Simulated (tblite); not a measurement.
# CH5FLiN: the cost of one run

Computed with tblite 0.8.0 and PySCF 2.14.0; each step states its level. No surroundings beyond the atoms listed, unless a continuum is named. Atoms count from 0, parts from 1.

## 1. The system as given

9 atoms, charge 0, multiplicity 1; geometry: rigid parts in contact. Parts: 1 = atoms 0–1, `[Li][F]`, charge 0; 2 = atoms 2–8, `CN`, charge 0.

## 2. Search for minima with GFN2-xTB

The job: settings as JSON, then the geometry in Å.

```
{"job": {"kind": "dock", "xc": "GFN2-xTB", "basis": "xTB"}, "charge": 0, "multiplicity": 1, "parts": [{"atoms": "0-1", "charge": 0, "multiplicity": 1}, {"atoms": "2-8", "charge": 0, "multiplicity": 1}]}
Li    -0.581748    -0.177211     0.456309
F      0.581748     0.177211    -0.456309
C     -2.091107    -1.673216    -2.502571
N     -1.989013    -1.789558    -1.058303
H     -2.974857    -1.082758    -2.741522
H     -1.213681    -1.143619    -2.872156
H     -2.164356    -2.634345    -3.031625
H     -2.798464    -2.276981    -0.688295
H     -1.166585    -2.327997    -0.807080
```

Method: GFN2-xTB search for minima from random contacts, gas phase.

The run is started by

```
$ OMP_NUM_THREADS=1 python cluster_run.py task.json out
```

This one command runs all jobs of the session in turn.

**Question.** How long does this first job take on 1 thread of Arm Neoverse V1, shared host?

About 1.6 s.
